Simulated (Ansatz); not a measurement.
Crystal: TiPd.

```
Pd Ti
1.0
     2.81471    0.00000    0.00000
     0.00000    2.81471    0.00000
     0.00000    0.00000    3.86576
Pd Ti
1 1
Direct
  0.50000 0.50000 0.50000
  0.00000 0.00000 0.00000
```

The cell comes from a database or a generator and needn't be the stable form of this composition.

| Quantity | Value |
| --- | --- |
| Program | Ansatz 0.2.0 |
| Task | relaxation of cell and atoms |
| Functional | PBE |
| Potentials or basis | Ansatz PAW |
| Cutoff | 420 eV (not typed: the program's choice for these potentials) |
| k mesh | 9 × 9 × 7 |
| Occupations | fermi-dirac, width 0.05 eV |
| Spin | no spin polarisation |

At the start: volume 15.31 Å³/atom.

Question: How do energy, volume and symmetry change on relaxing?

Answer: It ends after 5 steps and the volume is 15.62 Å³/atom (+2.0 %); space group P4/mmm (No. 123, to 0.05 Å).

The path:
| step | energy change (eV) | largest force (eV/Å) | volume (Å³) |
| --- | --- | --- | --- |
| 1 | 0.0000 | 0.0000 | 30.63 |
| 2 | -0.0030 | 0.0000 | 31.68 |
| 3 | -0.0062 | 0.0000 | 31.25 |
| 4 | -0.0062 | 0.0000 | 31.23 |
| 5 | -0.0064 | 0.0000 | 31.23 |

Final structure:
```cif
data_structure
_symmetry_space_group_name_H-M 'P 1'
_symmetry_Int_Tables_number 1
_cell_length_a 2.8431
_cell_length_b 2.8431
_cell_length_c 3.8640
_cell_angle_alpha 90.000
_cell_angle_beta 90.000
_cell_angle_gamma 90.000
_cell_volume 31.23
loop_
_atom_site_label
_atom_site_type_symbol
_atom_site_fract_x
_atom_site_fract_y
_atom_site_fract_z
_atom_site_occupancy
Pd1 Pd 0.50000 0.50000 0.50000 1
Ti1 Ti 0.00000 0.00000 0.00000 1
```

Caveat: the plane-wave basis is chosen anew once the cell has moved, so the energies of steps on either side of that aren't comparable.
